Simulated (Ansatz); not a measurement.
# GeH2S2: two torsions

How does the energy of GeH2S2, SMILES [SH][Ge][SH] change over two coordinates at once? A grid of runs gives the map.

Method: RKS wB97X-V/def2-SVP; program: Ansatz 0.2.0.

### 1 The system as given

SMILES `[SH][Ge][SH]`, 5 atoms, charge 0, spin multiplicity 1.

Atoms are counted from 1 here; the program's logs count them from 0.

Bond lengths: S1–Ge2 2.280 Å, S1–H4 1.364 Å, Ge2–S3 2.280 Å, S3–H5 1.364 Å. Angles: Ge2–S1–H4 100.4°, S1–Ge2–S3 103.0°, Ge2–S3–H5 100.4°.

As a file:

```
S    -1.6104   -0.5380   -0.5771
Ge   -0.6778    1.4473    0.0449
S     1.4624    0.8650    0.5734
H    -0.5466   -1.3734   -0.4041
H     1.4222   -0.4746    0.3214
```

This geometry comes from a loose relaxation at PBE in a small basis, which is not shown.

### 2 Geometry optimisation

File input.yaml:

```yaml
crystal:
  periodic: [false, false, false]
  atoms:
    - { symbol: S, position_ang: [-1.610439, -0.538039, -0.577115] }
    - { symbol: Ge, position_ang: [-0.677755, 1.447335, 0.04494] }
    - { symbol: S, position_ang: [1.462414, 0.864953, 0.573419] }
    - { symbol: H, position_ang: [-0.546627, -1.373397, -0.404133] }
    - { symbol: H, position_ang: [1.422207, -0.474553, 0.321389] }
basis:
  gaussian: { orbitals: def2-SVP }
hamiltonian:
  xc: { name: wB97X-V }
output:
  forces: true
relax:
  f_tol: 0.003
  max_steps: 120
```

The run is started by

```console
ansatz run input.yaml --threads 1 --pin off --max-ram 2560MiB --backend cpu --events-out ev --progress --plain --runs-dir out
```

The program printed (excerpt; [...] marks lines left out):

```text
Warning: RAYON_NUM_THREADS=1 ignored (pool sized by the plan → 1); use --threads N
[...]
Functional definition: wB97X-V
[...]
      + integral(e_c_pw_opposite_spin*poly(b97_u_opposite, cos0, cos1)) + vv10(b, c)
791 factors; integrals over basis functions are off by at most 2.3e-4 eV
226 factors; integrals over basis functions are off by at most 8.7e-7 eV
[...]
mean field -78200.30043372 eV, -2873.8080348717 hartree, gradient 4.6e-5 eV, S^2 0.000000; 0 other end points of the search recorded, 0 dependent functions left out
[...]
reference -78200.30043236 eV, -2873.8080348217 hartree; 33, 33 occupied and 45, 45 virtual orbitals, 791 factors
relax step   1: F+E_penalty+E_count = -78200.30043372 eV  Δ(F+E_penalty+E_count) = +0.000e0 eV  max|allowed force component| = 6.079e-1 eV/Å  Δτ_max = 0.0000 Å  (27 SCF iters, accepted)
[...]
relax step   5: F+E_penalty+E_count = -78200.33110874 eV  Δ(F+E_penalty+E_count) = -1.609e-4 eV  max|allowed force component| = 1.210e-2 eV/Å  Δτ_max = 0.0146 Å  (29 SCF iters, accepted)
[...]
relax step   6: F+E_penalty+E_count = -78200.33113144 eV  Δ(F+E_penalty+E_count) = -2.270e-5 eV  max|allowed force component| = 4.083e-4 eV/Å  Δτ_max = 0.0038 Å  (24 SCF iters, accepted)
791 factors; integrals over basis functions are off by at most 2.1e-4 eV
226 factors; integrals over basis functions are off by at most 8.5e-7 eV
mean field -78200.33113144 eV, -2873.8091629922 hartree, gradient 7.5e-5 eV, S^2 0.000000; 1 other end points of the search recorded, 0 dependent functions left out
[...]
reference -78200.33113009 eV, -2873.8091629425 hartree; 33, 33 occupied and 45, 45 virtual orbitals, 791 factors
Total energy: -78200.33113009 eV, -2873.8091629425 hartree
Atom 0 at    -1.576408    -0.521170    -0.561843 Å, force    -0.000043     0.000408     0.000120 eV/Å
Atom 1 at    -0.671079     1.433469     0.044485 Å, force     0.000160    -0.000346    -0.000011 eV/Å
Atom 2 at     1.427526     0.850640     0.558329 Å, force    -0.000287     0.000316    -0.000096 eV/Å
Atom 3 at    -0.533792    -1.360705    -0.401910 Å, force     0.000272    -0.000092    -0.000041 eV/Å
Atom 4 at     1.403552    -0.475936     0.319439 Å, force    -0.000102    -0.000286     0.000028 eV/Å
Dipole moment:     0.074919    -0.159312    -0.005808 e Å
```

Run time: 60 s. Hardware: 1 thread of Arm Neoverse V1, shared host; peak memory 0.22 GiB.

The steps of the relaxation:

```
step  energy from step 1 (eV)  largest force component (eV/Å)
   1                   0.0000                          0.6079
   2                  -0.0247                          0.2653
   3                  -0.0284                          0.0765
   4                  -0.0305                          0.0314
   5                  -0.0307                          0.0121
   6                  -0.0307                          0.0004
```

Bond lengths before and after, largest changes first:

```
  bond  before (Å)  after (Å)  change (Å)
Ge2–S3       2.280      2.238      -0.042
S1–Ge2       2.280      2.238      -0.042
 S1–H4       1.364      1.348      -0.015
 S3–H5       1.364      1.348      -0.015
```

### 3 Plan of the scan

- dihedral S1–Ge2–S3–H5: 9 values from −180 to 140 °, periodic
- dihedral H4–S1–Ge2–S3: 9 values from −180 to 140 °, periodic

Nothing else is relaxed (all other coordinates rigid). Energies count from the relaxed molecule at the same level. Points are written as (first, second).

Of the runs on the grid, 2 are shown in the steps below; the others differ only in the two coordinates.

### 4 Grid point (−180°, −20°)

File input.yaml:

```yaml
crystal:
  periodic: [false, false, false]
  atoms:
    - { symbol: S, position_ang: [-1.576408, -0.52117, -0.561843] }
    - { symbol: Ge, position_ang: [-0.671079, 1.433469, 0.044485] }
    - { symbol: S, position_ang: [1.104663, 0.787654, 1.243456] }
    - { symbol: H, position_ang: [-0.533792, -1.360705, -0.40191] }
    - { symbol: H, position_ang: [1.634836, 1.975236, 1.598437] }
basis:
  gaussian: { orbitals: def2-SVP }
hamiltonian:
  xc: { name: wB97X-V }
output:
  forces: true
```

The run is started by

```console
ansatz run input.yaml --threads 1 --pin off --max-ram 2560MiB --backend cpu --events-out ev --progress --plain --runs-dir out
```

The program printed (excerpt; [...] marks lines left out):

```text
Warning: RAYON_NUM_THREADS=1 ignored (pool sized by the plan → 1); use --threads N
[...]
Functional definition: wB97X-V
[...]
      + integral(e_c_pw_opposite_spin*poly(b97_u_opposite, cos0, cos1)) + vv10(b, c)
741 factors; integrals over basis functions are off by at most 7.4e-4 eV
221 factors; integrals over basis functions are off by at most 9.5e-6 eV
[...]
mean field -78200.33293818 eV, -2873.8092293887 hartree, gradient 7.3e-5 eV, S^2 0.000000; 0 other end points of the search recorded, 0 dependent functions left out
[...]
reference -78200.33293679 eV, -2873.8092293376 hartree; 33, 33 occupied and 45, 45 virtual orbitals, 741 factors
Total energy: -78200.33293679 eV, -2873.8092293376 hartree
Atom 0 at    -1.576408    -0.521170    -0.561843 Å, force     0.277879     0.022256    -0.046889 eV/Å
Atom 1 at    -0.671079     1.433469     0.044485 Å, force    -0.112904     0.513982     0.118471 eV/Å
Atom 2 at     1.104663     0.787654     1.243456 Å, force     0.063493    -0.656188    -0.048586 eV/Å
Atom 3 at    -0.533792    -1.360705    -0.401910 Å, force     0.025345    -0.053616     0.185013 eV/Å
Atom 4 at     1.634836     1.975236     1.598437 Å, force    -0.253813     0.173567    -0.208010 eV/Å
Dipole moment:     0.199461     0.203424     0.034912 e Å
```

Wall time 10 s (1 thread of Arm Neoverse V1, shared host); peak memory 0.21 GiB.

That is −0.0018 eV from the zero.

### 5 Grid point (60°, 140°)

File input.yaml:

```yaml
crystal:
  periodic: [false, false, false]
  atoms:
    - { symbol: S, position_ang: [-1.576408, -0.52117, -0.561843] }
    - { symbol: Ge, position_ang: [-0.671079, 1.433469, 0.044485] }
    - { symbol: S, position_ang: [-1.545704, 2.850795, -1.450202] }
    - { symbol: H, position_ang: [-0.533792, -1.360705, -0.40191] }
    - { symbol: H, position_ang: [-2.865065, 2.71412, -1.209262] }
basis:
  gaussian: { orbitals: def2-SVP }
hamiltonian:
  xc: { name: wB97X-V }
output:
  forces: true
```

The run is started by

```console
ansatz run input.yaml --threads 1 --pin off --max-ram 2560MiB --backend cpu --events-out ev --progress --plain --runs-dir out
```

The program printed (excerpt; [...] marks lines left out):

```text
Warning: RAYON_NUM_THREADS=1 ignored (pool sized by the plan → 1); use --threads N
[...]
Functional definition: wB97X-V
[...]
      + integral(e_c_pw_opposite_spin*poly(b97_u_opposite, cos0, cos1)) + vv10(b, c)
744 factors; integrals over basis functions are off by at most 1.0e-3 eV
220 factors; integrals over basis functions are off by at most 8.3e-6 eV
[...]
mean field -78199.84178048 eV, -2873.7911796761 hartree, gradient 5.6e-5 eV, S^2 0.000000; 0 other end points of the search recorded, 0 dependent functions left out
[...]
reference -78199.84177908 eV, -2873.7911796247 hartree; 33, 33 occupied and 45, 45 virtual orbitals, 744 factors
Total energy: -78199.84177908 eV, -2873.7911796247 hartree
Atom 0 at    -1.576408    -0.521170    -0.561843 Å, force    -0.638779    -0.114706    -0.614926 eV/Å
Atom 1 at    -0.671079     1.433469     0.044485 Å, force     0.948754    -0.312584     0.223073 eV/Å
Atom 2 at    -1.545704     2.850795    -1.450202 Å, force    -0.360466     0.468603     0.043920 eV/Å
Atom 3 at    -0.533792    -1.360705    -0.401910 Å, force     0.116287     0.233287     0.515486 eV/Å
Atom 4 at    -2.865065     2.714120    -1.209262 Å, force    -0.065796    -0.274600    -0.167552 eV/Å
Dipole moment:     0.042254    -0.121607     0.241517 e Å
```

Wall time 11 s (1 thread of Arm Neoverse V1, shared host); peak memory 0.21 GiB.

That is 0.49 eV from the zero.

### 6 The map

25 points were computed, 56 more follow by symmetry. Energies in eV, from the relaxed molecule at the same level:

```
dihedral H4–S1–Ge2–S3 (°) ↓, dihedral S1–Ge2–S3–H5 (°) →  −180  −140  −100   −60   −20    20    60   100   140
                                                     140  0.17  0.43  0.67  0.44  0.14  0.18  0.49  0.57  0.28
                                                     100  0.38  0.67  1.02  0.76  0.39  0.42  0.81  0.95  0.57
                                                      60  0.25  0.44  0.76  0.62  0.30  0.29  0.63  0.81  0.49
                                                      20  0.00  0.14  0.39  0.30  0.08  0.05  0.29  0.42  0.18
                                                     −20  0.00  0.18  0.42  0.29  0.05  0.08  0.30  0.39  0.14
                                                     −60  0.25  0.49  0.81  0.63  0.29  0.30  0.62  0.76  0.44
                                                    −100  0.38  0.57  0.95  0.81  0.42  0.39  0.76  1.02  0.67
                                                    −140  0.17  0.28  0.57  0.49  0.18  0.14  0.44  0.67  0.43
                                                    −180  0.03  0.17  0.38  0.25  0.00  0.00  0.25  0.38  0.17
```

On the same grid, dipole moment (D):

```csv
"dihedral H4–S1–Ge2–S3 (°) ↓, dihedral S1–Ge2–S3–H5 (°) →",−180,−140,−100,−60,−20,20,60,100,140
140,2.02,2.18,2.27,1.99,1.46,1.09,1.31,1.62,1.78
100,2.00,2.27,2.44,2.13,1.49,0.76,0.70,1.24,1.62
60,1.75,1.99,2.13,1.95,1.40,0.72,0.03,0.70,1.31
20,1.38,1.46,1.49,1.40,1.06,0.77,0.72,0.76,1.09
−20,1.38,1.09,0.76,0.72,0.77,1.06,1.40,1.49,1.46
−60,1.75,1.31,0.70,0.03,0.72,1.40,1.95,2.13,1.99
−100,2.00,1.62,1.24,0.70,0.76,1.49,2.13,2.44,2.27
−140,2.02,1.78,1.62,1.31,1.09,1.46,1.99,2.27,2.18
−180,2.05,2.02,2.00,1.75,1.38,1.38,1.75,2.00,2.02
```

Energy (eV) at eleven even steps along the easiest path on the interpolated surface, from its minimum near (−180°, −20°): −0.04, −0.02, 0.08, 0.18, 0.31, 0.36, 0.33, 0.22, 0.13, 0.03, −0.01.

### 7 What came out

| quantity | value |
| --- | --- |
| lowest point | (−180°, −20°), −0.0018 eV |
| highest computed point | (−100°, 100°), 1.02 eV above the lowest |
| dipole moment (D) | 0.03 at (−60°, −60°) to 2.44 at (−100°, 100°); 1.38 at the lowest point |
| time for the whole task | 5.7 min on 1 thread, shared host |

In words: The lowest computed point is at (−180°, −20°), −0.0018 eV from the relaxed molecule at the same level; the map holds 2 wells of about this depth. There are further wells near (−180°, −180°) (0.030 eV above the lowest at that grid point); (−20°, −20°) (0.06 eV above the lowest at that grid point). The highest computed point, (−100°, 100°), lies 1.02 eV above the lowest. On the interpolated surface the easiest way out of the lowest well to the well at (−20°, −20°) passes a barrier of about 0.41 eV. Round the minimum the valley is somewhat tilted: raising dihedral S1–Ge2–S3–H5 shifts the best value of dihedral H4–S1–Ge2–S3 upwards (coupling k₁₂/√(k₁₁k₂₂) about −0.2).
